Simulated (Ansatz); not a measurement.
# GaH3O: a nudged elastic band in two tries

The task is a band of images between two relaxed ends.

Method: RKS BLYP-D4/def2-TZVP, in Ansatz 0.2.0.

### Step 1. The starting structure

Bond lengths: Ga1–O2 1.821 Å, Ga1–H3 1.574 Å, Ga1–H4 1.564 Å, O2–H5 0.973 Å. Angles: Ga1–O2–H5 112.9°, O2–Ga1–H3 117.4°, O2–Ga1–H4 112.8°, H3–Ga1–H4 129.8°.

Coordinates:

```xyz
5

Ga   -0.5170    0.2253    0.0182
O     1.1552   -0.3225    0.4856
H    -0.9951   -0.0770   -1.4510
H    -1.2669    0.9447    1.1876
H     1.6237   -0.7704   -0.2404
```

### Step 2. First attempt

Contents of input.yaml:

```yaml
crystal:
  periodic: [false, false, false]
  atoms:
    - { symbol: Ga, position_ang: [-0.516953, 0.225272, 0.018177] }
    - { symbol: O, position_ang: [1.155209, -0.322532, 0.485641] }
    - { symbol: H, position_ang: [-0.995072, -0.076992, -1.451041] }
    - { symbol: H, position_ang: [-1.266928, 0.944689, 1.187583] }
    - { symbol: H, position_ang: [1.623743, -0.770437, -0.24036] }
magnetization:
  spin_polarized: true
  initial_magnetization: 1
basis:
  gaussian: { orbitals: def2-TZVP }
hamiltonian:
  xc: blyp
  dispersion: d4
neb:
  order_check: false
  images: 5
  f_tol: 0.03
  max_iterations: 8
  final_atoms:
    - { symbol: Ga, position_ang: [-0.98249535, 1.45046915, 0.27020854] }
    - { symbol: O, position_ang: [0.71405227, -0.2266701, -0.65537103] }
    - { symbol: H, position_ang: [0.41370338, -0.87021496, -1.32166358] }
    - { symbol: H, position_ang: [-0.60018895, 0.23561705, 1.48177659] }
    - { symbol: H, position_ang: [0.45492765, -0.58920114, 0.22504949] }
  initial_path:
    images:
      - { positions_ang: [[-0.516953, 0.225272, 0.018177], [1.155209, -0.322532, 0.485641], [-0.995072, -0.076992, -1.451041], [-1.266928, 0.944689, 1.187583], [1.623743, -0.770437, -0.24036]] }
      - { positions_ang: [[-0.61532453, 0.30292603, 0.1660414], [1.10123752, -0.39292753, 0.21837304], [-0.64747382, -0.18535428, -1.35077972], [-1.52550708, 1.10904835, 1.32623883], [1.6870669, -0.83369256, -0.35987355]] }
      - { positions_ang: [[-0.71369605, 0.38058005, 0.3139058], [1.04726604, -0.46332305, -0.04889492], [-0.29987564, -0.29371657, -1.25051845], [-1.78408615, 1.27340769, 1.46489465], [1.7503908, -0.89694812, -0.47938709]] }
      - { positions_ang: [[-0.81206758, 0.45823408, 0.46177021], [0.99329456, -0.53371858, -0.31616287], [0.04772254, -0.40207885, -1.15025717], [-2.04266523, 1.43776704, 1.60355048], [1.81371471, -0.96020368, -0.59890064]] }
      - { positions_ang: [[-0.86887683, 0.7889791, 0.39791632], [0.9002138, -0.43136909, -0.42923226], [0.16971615, -0.55812422, -1.20739264], [-1.5618398, 1.03705038, 1.56295918], [1.36078569, -0.83653617, -0.3242506]] }
      - { positions_ang: [[-0.92568609, 1.11972413, 0.33406243], [0.80713303, -0.3290196, -0.54230165], [0.29170976, -0.71416959, -1.26452811], [-1.08101438, 0.63633372, 1.52236789], [0.90785667, -0.71286865, -0.04960056]] }
      - { positions_ang: [[-0.98249535, 1.45046915, 0.27020854], [0.71405227, -0.2266701, -0.65537103], [0.41370338, -0.87021496, -1.32166358], [-0.60018895, 0.23561705, 1.48177659], [0.45492765, -0.58920114, 0.22504949]] }
```

The run is started by

```sh
$ ansatz run input.yaml --threads 2 --pin off --max-ram 3072MiB --backend cpu --events-out ev --progress --plain --runs-dir out
```

Before running it: what results should come out? Wanted: first try.

**Answer**, as computed:

| quantity | value |
| --- | --- |
| first try | refused |
| cause | the number of unpaired electrons doesn't fit the number of electrons: even goes with even, odd with odd |

In words: The fault in the first input was caught at the input check and cost nothing.
